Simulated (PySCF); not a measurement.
# C4H7NSi: electronic excitations at several levels of theory, part 1 of 2

Aim: compute the electronic excitations of C4H7NSi (`C#C/C=N\[SiH2]C`) at several levels, and see how far they spread and what each costs.

Programs: PySCF 2.14.0, with density-fitted response routines of our own. Each step states its level of theory. These are calculated values for one molecule in the gas phase, unless marked as measured. Atoms are numbered from 0 throughout.

## (1) The starting structure

13 atoms, charge 0, multiplicity 1; geometry from: PBE0-D3(BJ)/def2-SVP.

Bonds of the start (Å): C0–C1 1.21, C1–C2 1.44, C2–N3 1.27, N3–Si4 1.76, Si4–C5 1.87, C0–H6 1.08, C2–H7 1.11, Si4–H8 1.50, Si4–H9 1.49, C5–H10 1.10, C5–H11 1.10, C5–H12 1.10.

## (2) Ultraviolet spectrum: HF/def2-SVPD

The job: settings as JSON, then the geometry in Å.

```
{"job": {"kind": "uv", "xc": "HF", "basis": "def2-SVPD", "ip": true}, "charge": 0, "multiplicity": 1}
C      2.524979     1.420634     0.412887
C      1.899922     0.425976     0.108626
C      1.184430    -0.765249    -0.276516
N      0.015397    -1.099167     0.082386
Si    -1.136663    -0.267472     1.119413
C     -2.656905     0.083960     0.086789
H      3.066632     2.306111     0.692621
H      1.751154    -1.428221    -0.959232
H     -0.612113     0.999824     1.726159
H     -1.452823    -1.226636     2.219274
H     -3.473337     0.466419     0.718866
H     -2.438706     0.836994    -0.685719
H     -3.001093    -0.834293    -0.411899
```

Level: TDDFT HF/def2-SVPD, vertical, gas phase, core orbitals frozen in the response.

Started as:

```sh
> OMP_NUM_THREADS=1 python probes_run.py task.json out
```

The driver reads the jobs from task.json and runs them one after another.

Output:

```text
final grid: 105360 points
cycle   1  E = -498.5270493460  dE =  8.061e-01  |g| = 5.187e-01  |ddm| = 5.621e+00
cycle   2  E = -498.6045320466  dE = -7.748e-02  |g| = 2.799e-01  |ddm| = 1.870e+00
cycle   3  E = -498.6218957719  dE = -1.736e-02  |g| = 9.346e-02  |ddm| = 7.535e-01
cycle   4  E = -498.6248296461  dE = -2.934e-03  |g| = 2.451e-02  |ddm| = 3.217e-01
cycle   5  E = -498.6250556472  dE = -2.260e-04  |g| = 8.727e-03  |ddm| = 9.978e-02
cycle   6  E = -498.6250977418  dE = -4.209e-05  |g| = 4.274e-03  |ddm| = 3.412e-02
cycle   7  E = -498.6251126659  dE = -1.492e-05  |g| = 2.103e-03  |ddm| = 1.792e-02
cycle   8  E = -498.6251162340  dE = -3.568e-06  |g| = 6.851e-04  |ddm| = 1.017e-02
cycle   9  E = -498.6251168358  dE = -6.017e-07  |g| = 2.923e-04  |ddm| = 2.934e-03
cycle  10  E = -498.6251169838  dE = -1.480e-07  |g| = 1.324e-04  |ddm| = 1.281e-03
cycle  11  E = -498.6251170180  dE = -3.420e-08  |g| = 4.977e-05  |ddm| = 5.880e-04
cycle  12  E = -498.6251170226  dE = -4.595e-09  |g| = 1.866e-05  |ddm| = 2.495e-04
cycle  13  E = -498.6251170228  dE = -2.610e-10  |g| = 6.807e-06  |ddm| = 9.284e-05
converged SCF energy = -498.6251170228

Static polarisability (au): isotropic 78.630, principal 60.543 70.845 104.501

Singlet excitations
state   eV       nm        f      main configurations
  1   4.3254    286.6   0.00128   H-1->L 0.75
  2   5.2214    237.5   0.00001   H-2->L 0.69
  3   5.7390    216.0   0.15995   H->L 0.62
  4   6.3079    196.6   0.00012   H->L+5 0.19, H->L+8 0.14, H->L+3 0.11
  5   7.7309    160.4   0.59767   H->L 0.21, H-5->L 0.20, H-3->L 0.09
  6   8.3676    148.2   0.04038   H->L+1 0.75
  7   8.4748    146.3   0.01122   H-1->L+3 0.39, H-1->L+1 0.34, H-1->L+5 0.14
  8   8.7345    141.9   0.11304   H-2->L+1 0.75, H-2->L+2 0.10
  9   9.0677    136.7   0.02522   H-4->L 0.35
 10   9.2384    134.2   0.01822   H-1->L+2 0.20, H-1->L+1 0.09

Triplet excitations (Tamm-Dancoff, eV): 3.3158 3.6646 4.7893 4.9187
Vertical ionisation energy (delta-SCF) = 7.9384 eV
```

Wall time 30 s (1 thread of Arm Neoverse V2, shared host); peak memory 0.73 GiB.

The orbitals next to the gap, with their largest atomic shares:

```
orbital      eV                       atoms
 HOMO−3  -12.34   C5 33 %, Si4 22 %, C1 9 %
 HOMO−2  -11.34    C0 43 %, C1 41 %, C2 4 %
 HOMO−1  -10.92  N3 56 %, Si4 12 %, C2 12 %
   HOMO  -10.59   C0 27 %, C1 26 %, N3 22 %
   LUMO    2.00   C2 24 %, N3 22 %, C1 16 %
 LUMO+1    2.50  C0 35 %, Si4 15 %, C2 13 %
 LUMO+2    2.97  Si4 22 %, C5 20 %, C0 14 %
```

With each of the 10 states as a Gaussian band of 0.4 eV half-width at 1/e, the curve within the window shown has maxima at 216 nm (ε 6,500), 160 nm (ε 24,000), 143 nm (ε 6,300) L/(mol cm). Beyond the last state computed it falls off for lack of states. The curve at chosen wavelengths:

(nm, ε (L/mol/cm)): (130, 757), (138, 4803), (146, 5908), (154, 13992), (162, 23401), (170, 7336), (178, 626), (187, 60), (195, 592), (203, 2768), (211, 5756), (219, 6240), (227, 4013), (235, 1699), (243, 517), (251, 125), (259, 36), (267, 31), (275, 43), (284, 51), (292, 50), (300, 41), (308, 30), (316, 19), (324, 11), (332, 6)

Ground-state properties from the same run:

```
           property  computed
  dipole moment (D)      1.80
polarisability (Å³)     11.65
 HOMO–LUMO gap (eV)     12.59
      −ε(HOMO) (eV)     10.59
```

## (3) TDDFT and polarisability: LDA/def2-SVPD

Same as in step 2 but for these lines:

```diff
@@ -1,2 +1,2 @@
-{"job": {"kind": "uv", "xc": "HF", "basis": "def2-SVPD", "ip": true}, "charge": 0, "multiplicity": 1}
+{"job": {"kind": "uv", "xc": "LDA", "basis": "def2-SVPD", "ip": true}, "charge": 0, "multiplicity": 1}
 C      2.524979     1.420634     0.412887
```

Level: TDDFT LDA/def2-SVPD, vertical, gas phase, core orbitals frozen in the response.

Output:

```text
coarse grid: 11376 points
cycle   1  E = -497.3121674255  dE =  4.025e-01  |g| = 6.313e-01  |ddm| = 8.521e+00
cycle   2  E = -497.0000371710  dE =  3.121e-01  |g| = 1.249e+00  |ddm| = 4.173e+00
cycle   3  E = -497.3704992659  dE = -3.705e-01  |g| = 4.167e-01  |ddm| = 2.844e+00
cycle   4  E = -497.4145067381  dE = -4.401e-02  |g| = 9.293e-02  |ddm| = 6.572e-01
cycle   5  E = -497.4149223870  dE = -4.156e-04  |g| = 8.769e-02  |ddm| = 1.944e-01
cycle   6  E = -497.4168688907  dE = -1.947e-03  |g| = 2.124e-02  |ddm| = 9.918e-02
cycle   7  E = -497.4169816833  dE = -1.128e-04  |g| = 4.552e-03  |ddm| = 3.723e-02
cycle   8  E = -497.4169884821  dE = -6.799e-06  |g| = 7.696e-04  |ddm| = 1.002e-02
final grid: 105360 points
cycle   9  E = -497.5100732568  dE = -2.966e-05  |g| = 3.248e-03  |ddm| = 9.496e-02
cycle  10  E = -497.5100658532  dE =  7.404e-06  |g| = 6.388e-03  |ddm| = 1.391e-02
cycle  11  E = -497.5100749980  dE = -9.145e-06  |g| = 1.878e-03  |ddm| = 1.003e-02
cycle  12  E = -497.5100758775  dE = -8.796e-07  |g| = 3.103e-04  |ddm| = 2.378e-03
cycle  13  E = -497.5100758918  dE = -1.430e-08  |g| = 1.966e-04  |ddm| = 6.390e-04
cycle  14  E = -497.5100759013  dE = -9.481e-09  |g| = 8.642e-05  |ddm| = 3.235e-04
cycle  15  E = -497.5100759032  dE = -1.932e-09  |g| = 1.461e-05  |ddm| = 1.427e-04
cycle  16  E = -497.5100759033  dE = -5.991e-11  |g| = 3.081e-06  |ddm| = 3.674e-05
converged SCF energy = -497.5100759033

Static polarisability (au): isotropic 89.087, principal 66.862 80.543 119.857

Singlet excitations
state   eV       nm        f      main configurations
  1   3.2021    387.2   0.00112   H->L 1.00
  2   4.5006    275.5   0.00011   H-2->L 1.00
  3   4.9174    252.1   0.18454   H-1->L 0.71, H-4->L 0.16
  4   5.0357    246.2   0.00290   H-3->L 0.99
  5   5.1988    238.5   0.01381   H->L+1 0.86, H-4->L 0.12
  6   5.5717    222.5   0.05808   H-4->L 0.65, H-1->L 0.16
  7   5.9554    208.2   0.01860   H->L+2 0.94
  8   6.1605    201.3   0.01259   H->L+3 0.95
  9   6.3598    194.9   0.00010   H-1->L+1 0.99
 10   6.5999    187.9   0.05016   H->L+4 0.90

Triplet excitations (Tamm-Dancoff, eV): 2.7468 3.7308 4.3082 4.9128
Vertical ionisation energy (delta-SCF) = 9.1236 eV
Vertical electron affinity (delta-SCF) = 0.2161 eV
```

Wall time 43 s (1 thread of Arm Neoverse V2, shared host); peak memory 0.53 GiB.

This run: HOMO -5.95 eV, LUMO -3.00 eV; lowest singlet 3.20 eV.

## (4) Excited states and response: PBE/def2-SVPD

Same as in step 3 but for these lines:

```diff
@@ -1,2 +1,2 @@
-{"job": {"kind": "uv", "xc": "LDA", "basis": "def2-SVPD", "ip": true}, "charge": 0, "multiplicity": 1}
+{"job": {"kind": "uv", "xc": "PBE", "basis": "def2-SVPD", "ip": true}, "charge": 0, "multiplicity": 1}
 C      2.524979     1.420634     0.412887
```

Level: TDDFT PBE/def2-SVPD, vertical, gas phase, core orbitals frozen in the response.

Output:

```text
coarse grid: 11376 points
cycle   1  E = -499.9573900294  dE =  4.154e-01  |g| = 6.268e-01  |ddm| = 8.015e+00
cycle   2  E = -499.6616482333  dE =  2.957e-01  |g| = 1.224e+00  |ddm| = 4.197e+00
cycle   3  E = -500.0154856566  dE = -3.538e-01  |g| = 4.066e-01  |ddm| = 3.052e+00
cycle   4  E = -500.0581138326  dE = -4.263e-02  |g| = 8.564e-02  |ddm| = 6.385e-01
cycle   5  E = -500.0582332483  dE = -1.194e-04  |g| = 8.617e-02  |ddm| = 1.983e-01
cycle   6  E = -500.0601361344  dE = -1.903e-03  |g| = 1.898e-02  |ddm| = 9.911e-02
cycle   7  E = -500.0602263023  dE = -9.017e-05  |g| = 4.312e-03  |ddm| = 3.511e-02
cycle   8  E = -500.0602323789  dE = -6.077e-06  |g| = 6.613e-04  |ddm| = 9.424e-03
final grid: 105360 points
cycle   9  E = -500.1472134690  dE = -1.876e-05  |g| = 1.034e-02  |ddm| = 1.121e-01
cycle  10  E = -500.1471615091  dE =  5.196e-05  |g| = 1.756e-02  |ddm| = 5.213e-02
cycle  11  E = -500.1472333539  dE = -7.184e-05  |g| = 5.814e-03  |ddm| = 3.654e-02
cycle  12  E = -500.1472423429  dE = -8.989e-06  |g| = 6.987e-04  |ddm| = 8.120e-03
cycle  13  E = -500.1472424418  dE = -9.897e-08  |g| = 3.947e-04  |ddm| = 1.345e-03
cycle  14  E = -500.1472424791  dE = -3.728e-08  |g| = 1.281e-04  |ddm| = 5.100e-04
cycle  15  E = -500.1472424833  dE = -4.167e-09  |g| = 1.803e-05  |ddm| = 2.195e-04
cycle  16  E = -500.1472424834  dE = -9.663e-11  |g| = 6.054e-06  |ddm| = 3.990e-05
converged SCF energy = -500.1472424834

Static polarisability (au): isotropic 87.626, principal 65.535 79.307 118.036

Singlet excitations
state   eV       nm        f      main configurations
  1   3.3117    374.4   0.00102   H->L 1.00
  2   4.5365    273.3   0.00005   H-2->L 1.00
  3   4.9966    248.1   0.18971   H-1->L 0.73
  4   5.2029    238.3   0.00525   H-3->L 0.85, H-4->L 0.11
  5   5.3388    232.2   0.02166   H->L+1 0.79, H-4->L 0.18
  6   5.6188    220.7   0.04322   H-4->L 0.58, H-1->L 0.12, H->L+1 0.10
  7   5.9877    207.1   0.01829   H->L+2 0.94
  8   6.1966    200.1   0.01107   H->L+3 0.97
  9   6.4098    193.4   0.00005   H-1->L+1 0.99
 10   6.6698    185.9   0.05613   H->L+4 0.94

Triplet excitations (Tamm-Dancoff, eV): 2.7793 3.6057 4.2661 4.9713
Vertical ionisation energy (delta-SCF) = 8.9697 eV
Vertical electron affinity (delta-SCF) = 0.0403 eV
```

It took 93 s on 1 thread of Arm Neoverse V2, shared host; peak memory 0.65 GiB.

In short: HOMO -5.86 eV, LUMO -2.77 eV; lowest singlet 3.31 eV.

## (5) Excited states and response: B3LYP/def2-SVPD

Same as in step 4 but for these lines:

```diff
@@ -1,2 +1,2 @@
-{"job": {"kind": "uv", "xc": "PBE", "basis": "def2-SVPD", "ip": true}, "charge": 0, "multiplicity": 1}
+{"job": {"kind": "uv", "xc": "B3LYP", "basis": "def2-SVPD", "ip": true}, "charge": 0, "multiplicity": 1}
 C      2.524979     1.420634     0.412887
```

Method: TDDFT B3LYP/def2-SVPD, vertical, gas phase, core orbitals frozen in the response.

Output:

```text
coarse grid: 11376 points
cycle   1  E = -500.4479379948  dE =  4.712e-01  |g| = 5.503e-01  |ddm| = 8.163e+00
cycle   2  E = -500.3195297777  dE =  1.284e-01  |g| = 9.127e-01  |ddm| = 3.315e+00
cycle   3  E = -500.5130415505  dE = -1.935e-01  |g| = 2.025e-01  |ddm| = 1.923e+00
cycle   4  E = -500.5231670318  dE = -1.013e-02  |g| = 4.233e-02  |ddm| = 3.317e-01
cycle   5  E = -500.5235254126  dE = -3.584e-04  |g| = 2.212e-02  |ddm| = 8.986e-02
cycle   6  E = -500.5236379204  dE = -1.125e-04  |g| = 9.212e-03  |ddm| = 3.671e-02
cycle   7  E = -500.5236590524  dE = -2.113e-05  |g| = 1.772e-03  |ddm| = 1.202e-02
cycle   8  E = -500.5236599402  dE = -8.878e-07  |g| = 2.621e-04  |ddm| = 3.671e-03
final grid: 105360 points
cycle   9  E = -500.5994437864  dE = -2.183e-05  |g| = 3.759e-03  |ddm| = 8.407e-02
cycle  10  E = -500.5994409555  dE =  2.831e-06  |g| = 5.097e-03  |ddm| = 1.479e-02
cycle  11  E = -500.5994472444  dE = -6.289e-06  |g| = 1.287e-03  |ddm| = 9.211e-03
cycle  12  E = -500.5994476520  dE = -4.076e-07  |g| = 2.091e-04  |ddm| = 2.037e-03
cycle  13  E = -500.5994476612  dE = -9.190e-09  |g| = 9.563e-05  |ddm| = 4.491e-04
cycle  14  E = -500.5994476629  dE = -1.750e-09  |g| = 5.338e-05  |ddm| = 1.654e-04
cycle  15  E = -500.5994476636  dE = -7.171e-10  |g| = 9.665e-06  |ddm| = 6.926e-05
converged SCF energy = -500.5994476636

Static polarisability (au): isotropic 84.725, principal 64.116 76.711 113.348

Singlet excitations
state   eV       nm        f      main configurations
  1   3.5827    346.1   0.00111   H->L 0.99
  2   4.8426    256.0   0.00001   H-2->L 0.98
  3   5.3810    230.4   0.22670   H-1->L 0.85
  4   6.0885    203.6   0.01062   H-3->L 0.71, H-4->L 0.25
  5   6.1672    201.0   0.02277   H->L+1 0.89
  6   6.2958    196.9   0.03246   H-4->L 0.64, H-3->L 0.24
  7   6.5185    190.2   0.00004   H-1->L+1 0.90
  8   6.7411    183.9   0.02849   H->L+2 0.95
  9   6.9294    178.9   0.00851   H->L+3 0.93
 10   7.3802    168.0   0.08059   H->L+4 0.88

Triplet excitations (Tamm-Dancoff, eV): 3.0271 3.6809 4.5513 5.4242
Vertical ionisation energy (delta-SCF) = 9.1614 eV
Vertical electron affinity (delta-SCF) = 0.0100 eV
```

Wall time 86 s (1 thread of Arm Neoverse V2, shared host); peak memory 0.82 GiB.

This run: HOMO -7.06 eV, LUMO -2.02 eV; lowest singlet 3.58 eV.

## (6) TDDFT and polarisability: PBE0/def2-SVPD

Same as in step 5 but for these lines:

```diff
@@ -1,2 +1,2 @@
-{"job": {"kind": "uv", "xc": "B3LYP", "basis": "def2-SVPD", "ip": true}, "charge": 0, "multiplicity": 1}
+{"job": {"kind": "uv", "xc": "PBE0", "basis": "def2-SVPD", "ip": true}, "charge": 0, "multiplicity": 1}
 C      2.524979     1.420634     0.412887
```

With the program's defaults for keys left out, this is: TDDFT PBE0/def2-SVPD, vertical, gas phase, core orbitals frozen in the response.

Output:

```text
coarse grid: 11376 points
cycle   1  E = -500.0659237656  dE =  4.810e-01  |g| = 4.936e-01  |ddm| = 6.890e+00
cycle   2  E = -499.9841660642  dE =  8.176e-02  |g| = 7.718e-01  |ddm| = 2.696e+00
cycle   3  E = -500.1208129573  dE = -1.366e-01  |g| = 1.596e-01  |ddm| = 1.536e+00
cycle   4  E = -500.1269970472  dE = -6.184e-03  |g| = 3.645e-02  |ddm| = 2.724e-01
cycle   5  E = -500.1273082830  dE = -3.112e-04  |g| = 1.306e-02  |ddm| = 7.685e-02
cycle   6  E = -500.1273447165  dE = -3.643e-05  |g| = 6.635e-03  |ddm| = 2.633e-02
cycle   7  E = -500.1273553407  dE = -1.062e-05  |g| = 1.584e-03  |ddm| = 8.957e-03
cycle   8  E = -500.1273560219  dE = -6.812e-07  |g| = 2.409e-04  |ddm| = 2.975e-03
final grid: 105360 points
cycle   9  E = -500.1919714676  dE = -1.849e-05  |g| = 5.779e-03  |ddm| = 7.782e-02
cycle  10  E = -500.1919675066  dE =  3.961e-06  |g| = 7.133e-03  |ddm| = 2.286e-02
cycle  11  E = -500.1919796918  dE = -1.219e-05  |g| = 1.726e-03  |ddm| = 1.329e-02
cycle  12  E = -500.1919804470  dE = -7.552e-07  |g| = 2.344e-04  |ddm| = 2.794e-03
cycle  13  E = -500.1919804587  dE = -1.167e-08  |g| = 1.009e-04  |ddm| = 4.767e-04
cycle  14  E = -500.1919804605  dE = -1.854e-09  |g| = 5.686e-05  |ddm| = 2.073e-04
cycle  15  E = -500.1919804613  dE = -8.220e-10  |g| = 1.118e-05  |ddm| = 7.674e-05
converged SCF energy = -500.1919804613

Static polarisability (au): isotropic 83.888, principal 63.581 75.974 112.108

Singlet excitations
state   eV       nm        f      main configurations
  1   3.6224    342.3   0.00109   H->L 0.98
  2   4.9326    251.4   0.00001   H-2->L 0.97
  3   5.4922    225.7   0.23470   H-1->L 0.86
  4   6.2510    198.3   0.00794   H-3->L 0.70, H-4->L 0.27
  5   6.3634    194.8   0.02300   H->L+1 0.86
  6   6.4673    191.7   0.04160   H-4->L 0.60, H-3->L 0.23, H->L+1 0.09
  7   6.6226    187.2   0.00007   H-1->L+1 0.86
  8   7.0053    177.0   0.03142   H->L+2 0.94
  9   7.1965    172.3   0.00916   H->L+3 0.90
 10   7.5800    163.6   0.08968   H->L+4 0.91

Triplet excitations (Tamm-Dancoff, eV): 3.0163 3.6456 4.5836 5.3716
Vertical ionisation energy (delta-SCF) = 9.1127 eV
Vertical electron affinity (delta-SCF) = 0.0067 eV
```

Run time: 69 s. Hardware: 1 thread of Arm Neoverse V2, shared host; peak memory 0.82 GiB.

In short: HOMO -7.30 eV, LUMO -1.81 eV; lowest singlet 3.62 eV.

## (7) Ultraviolet spectrum: BHandHLYP/def2-SVPD

Same as in step 6 but for these lines:

```diff
@@ -1,2 +1,2 @@
-{"job": {"kind": "uv", "xc": "PBE0", "basis": "def2-SVPD", "ip": true}, "charge": 0, "multiplicity": 1}
+{"job": {"kind": "uv", "xc": "BHandHLYP", "basis": "def2-SVPD", "ip": true}, "charge": 0, "multiplicity": 1}
 C      2.524979     1.420634     0.412887
```

Method: TDDFT BHandHLYP/def2-SVPD, vertical, gas phase, core orbitals frozen in the response.

Output:

```text
coarse grid: 11376 points
cycle   1  E = -500.3289041601  dE =  5.792e-01  |g| = 4.658e-01  |ddm| = 6.842e+00
cycle   2  E = -500.3196346620  dE =  9.269e-03  |g| = 5.519e-01  |ddm| = 2.346e+00
cycle   3  E = -500.3862267296  dE = -6.659e-02  |g| = 8.867e-02  |ddm| = 1.067e+00
cycle   4  E = -500.3880088401  dE = -1.782e-03  |g| = 3.735e-02  |ddm| = 1.894e-01
cycle   5  E = -500.3883657899  dE = -3.569e-04  |g| = 8.012e-03  |ddm| = 9.692e-02
cycle   6  E = -500.3883797446  dE = -1.395e-05  |g| = 4.004e-03  |ddm| = 1.813e-02
cycle   7  E = -500.3883841744  dE = -4.430e-06  |g| = 1.537e-03  |ddm| = 7.619e-03
final grid: 105360 points
cycle   8  E = -500.4381158111  dE = -1.062e-05  |g| = 2.397e-03  |ddm| = 5.691e-02
cycle   9  E = -500.4381152004  dE =  6.107e-07  |g| = 2.905e-03  |ddm| = 7.634e-03
cycle  10  E = -500.4381172951  dE = -2.095e-06  |g| = 5.350e-04  |ddm| = 4.286e-03
cycle  11  E = -500.4381173705  dE = -7.538e-08  |g| = 1.030e-04  |ddm| = 6.967e-04
cycle  12  E = -500.4381173740  dE = -3.499e-09  |g| = 4.003e-05  |ddm| = 2.734e-04
cycle  13  E = -500.4381173745  dE = -4.983e-10  |g| = 1.558e-05  |ddm| = 1.176e-04
converged SCF energy = -500.4381173745

Static polarisability (au): isotropic 81.408, principal 62.196 73.622 108.405

Singlet excitations
state   eV       nm        f      main configurations
  1   3.8942    318.4   0.00119   H->L 0.93
  2   5.1458    240.9   0.00000   H-2->L 0.91
  3   5.6493    219.5   0.20358   H-1->L 0.78
  4   6.5188    190.2   0.00007   H-1->L+3 0.27, H-1->L+1 0.23, H-1->L+2 0.21
  5   7.2002    172.2   0.02198   H->L+1 0.58, H->L+2 0.18, H->L+3 0.10
  6   7.3010    169.8   0.25205   H-3->L 0.60, H-1->L 0.11
  7   7.4208    167.1   0.04320   H-4->L 0.82
  8   7.7963    159.0   0.03961   H->L+2 0.60, H->L+1 0.20
  9   7.9792    155.4   0.02758   H-1->L+1 0.64, H-1->L+3 0.21
 10   8.0305    154.4   0.00697   H->L+3 0.50, H->L+4 0.15

Triplet excitations (Tamm-Dancoff, eV): 3.2881 3.6581 4.8135 5.3661
Vertical ionisation energy (delta-SCF) = 9.0726 eV
```

Wall time 92 s (1 thread of Arm Neoverse V2, shared host); peak memory 0.82 GiB.

In short: HOMO -8.69 eV, LUMO -0.70 eV; lowest singlet 3.89 eV.

## (8) Ultraviolet spectrum: CAM-B3LYP/def2-SVPD

Same as in step 7 but for these lines:

```diff
@@ -1,2 +1,2 @@
-{"job": {"kind": "uv", "xc": "BHandHLYP", "basis": "def2-SVPD", "ip": true}, "charge": 0, "multiplicity": 1}
+{"job": {"kind": "uv", "xc": "CAM-B3LYP", "basis": "def2-SVPD", "ip": true}, "charge": 0, "multiplicity": 1}
 C      2.524979     1.420634     0.412887
```

Method: TDDFT CAM-B3LYP/def2-SVPD, vertical, gas phase, core orbitals frozen in the response.

Output:

```text
coarse grid: 11376 points
cycle   1  E = -500.3170768159  dE =  5.534e-01  |g| = 4.978e-01  |ddm| = 7.686e+00
cycle   2  E = -500.2864596798  dE =  3.062e-02  |g| = 6.558e-01  |ddm| = 2.595e+00
cycle   3  E = -500.3788734759  dE = -9.241e-02  |g| = 9.055e-02  |ddm| = 1.227e+00
cycle   4  E = -500.3807434561  dE = -1.870e-03  |g| = 3.578e-02  |ddm| = 2.020e-01
cycle   5  E = -500.3810633293  dE = -3.199e-04  |g| = 8.553e-03  |ddm| = 1.020e-01
cycle   6  E = -500.3810799436  dE = -1.661e-05  |g| = 3.960e-03  |ddm| = 2.019e-02
cycle   7  E = -500.3810840379  dE = -4.094e-06  |g| = 1.672e-03  |ddm| = 8.884e-03
final grid: 105360 points
cycle   8  E = -500.4584816086  dE = -1.829e-05  |g| = 3.088e-03  |ddm| = 6.270e-02
cycle   9  E = -500.4584800695  dE =  1.539e-06  |g| = 4.046e-03  |ddm| = 1.043e-02
cycle  10  E = -500.4584839773  dE = -3.908e-06  |g| = 6.913e-04  |ddm| = 5.599e-03
cycle  11  E = -500.4584840977  dE = -1.204e-07  |g| = 1.203e-04  |ddm| = 8.650e-04
cycle  12  E = -500.4584841020  dE = -4.351e-09  |g| = 3.585e-05  |ddm| = 3.429e-04
cycle  13  E = -500.4584841025  dE = -4.532e-10  |g| = 1.089e-05  |ddm| = 1.001e-04
converged SCF energy = -500.4584841025

Static polarisability (au): isotropic 82.812, principal 63.361 75.168 109.908

Singlet excitations
state   eV       nm        f      main configurations
  1   3.7376    331.7   0.00124   H->L 0.95
  2   5.0898    243.6   0.00001   H-2->L 0.93
  3   5.6174    220.7   0.21075   H-1->L 0.80
  4   6.5783    188.5   0.00005   H-1->L+1 0.34, H-1->L+2 0.23, H-1->L+3 0.19
  5   6.7820    182.8   0.00874   H->L+1 0.75, H->L+2 0.14
  6   6.9913    177.3   0.03052   H-3->L 0.57, H-4->L 0.34
  7   7.1057    174.5   0.16004   H-4->L 0.51, H-3->L 0.23, H-1->L 0.09
  8   7.4290    166.9   0.03849   H->L+2 0.70, H->L+1 0.12
  9   7.6173    162.8   0.00545   H->L+3 0.62, H->L+4 0.18
 10   7.8748    157.4   0.03730   H-1->L+1 0.54, H-1->L+3 0.24

Triplet excitations (Tamm-Dancoff, eV): 3.1520 3.7490 4.7618 5.4700
Vertical ionisation energy (delta-SCF) = 9.2481 eV
Vertical electron affinity (delta-SCF) = -0.0182 eV
```

Run time: 2.1 min. Hardware: 1 thread of Arm Neoverse V2, shared host; peak memory 0.95 GiB.

In short: HOMO -8.71 eV, LUMO -0.67 eV; lowest singlet 3.74 eV.

(Continued in part 2 of 2.)
